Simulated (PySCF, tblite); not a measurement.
**CH6BrClGe2: geometry, infrared bands and NMR shifts**

Wanted: the infrared bands and NMR shifts of CH6BrClGe2 (`Cl[C@H]([GeH3])[GeH2][Br]`), by calculation.

The runs use tblite 0.8.0 and PySCF 2.14.0, with density-fitted response routines of our own; the level of theory stands in each step. All values are computed, except where a source is named. Atoms count from 0, in the outputs and in this text.

### 1 Starting geometry

11 atoms, charge 0, multiplicity 1; geometry from: force field or distance geometry start.

Bonds of the start (Å): Cl0–C1 1.79, C1–Ge2 1.92, C1–Ge3 1.91, Ge3–Br4 2.29, C1–H5 1.13, Ge2–H6 1.54, Ge2–H7 1.56, Ge2–H8 1.56, Ge3–H9 1.57, Ge3–H10 1.55.

### 2 Geometry optimisation with GFN2-xTB

What the job is given:

```
{"job": {"kind": "relax", "xc": "GFN2-xTB", "basis": "xTB"}, "charge": 0, "multiplicity": 1}
Cl     0.214700     1.751300     1.698600
C      0.022900     0.107000     1.023900
Ge     1.627600    -0.262400     0.031000
Ge    -1.616500     0.112800     0.043600
Br    -1.775500    -1.480500    -1.599500
H     -0.117500    -0.574500     1.912400
H      1.397600    -0.858700    -1.369500
H      2.527000    -1.176100     0.911000
H      2.444900     1.056100    -0.130900
H     -2.769000    -0.177400     1.077100
H     -1.950800     1.505200    -0.543800
```

Run with:

```bash
> OMP_NUM_THREADS=1 python probes_run.py task.json out
```

One launch serves the whole session: the jobs run in the order shown.

**Question.** This job is followed by: GFN2-xTB harmonic vibrations, gas phase; GIAO PBE0/pcSseg-1 NMR shielding, non-relativistic, gas phase. Predict these results of the whole session: strongest single infrared mode (GFN2-xTB); zero-point energy (GFN2-xTB); ¹³C shifts against TMS (PBE0/pcSseg-1); ¹H shifts against TMS (PBE0/pcSseg-1, means over atoms taken as alike); ³⁵Cl shifts against HCl (PBE0/pcSseg-1); ⁷³Ge shifts against GeMe4 (PBE0/pcSseg-1); ⁷⁹Br shifts against HBr (PBE0/pcSseg-1).

The runs gave:

```
                                                              quantity                       value
                             strongest single infrared mode (GFN2-xTB)        651 cm⁻¹, 447 km/mol
                                          zero-point energy (GFN2-xTB)               34.1 kcal/mol
                                ¹³C shifts against TMS (PBE0/pcSseg-1)                    33.0 ppm
¹H shifts against TMS (PBE0/pcSseg-1, means over atoms taken as alike)  5.42, 5.14, 3.96, 3.32 ppm
                               ³⁵Cl shifts against HCl (PBE0/pcSseg-1)                      69 ppm
                             ⁷³Ge shifts against GeMe4 (PBE0/pcSseg-1)               -58, -198 ppm
                               ⁷⁹Br shifts against HBr (PBE0/pcSseg-1)                    -126 ppm
```

In words: Over 107 steps the energy fell by 0.383 eV; of the close pairs, Ge2–H8 changed most, 1.560 to 1.492 Å. No mode is imaginary among the 27: a minimum at this level. The strongest single mode, at 651 cm⁻¹, has its largest shares on H10, C1 and H9 (the list is cut at 3 atoms). Unscaled tight-binding wavenumbers are off by several per cent, some by more. Its intensities can rank the bands wrongly. At PBE0/pcSseg-1: The largest span, 364 ppm, is at Br4, where the paramagnetic term is -376 ppm. Spin-orbit coupling is left out, which matters for shieldings and couplings at and beside the heavy atoms.
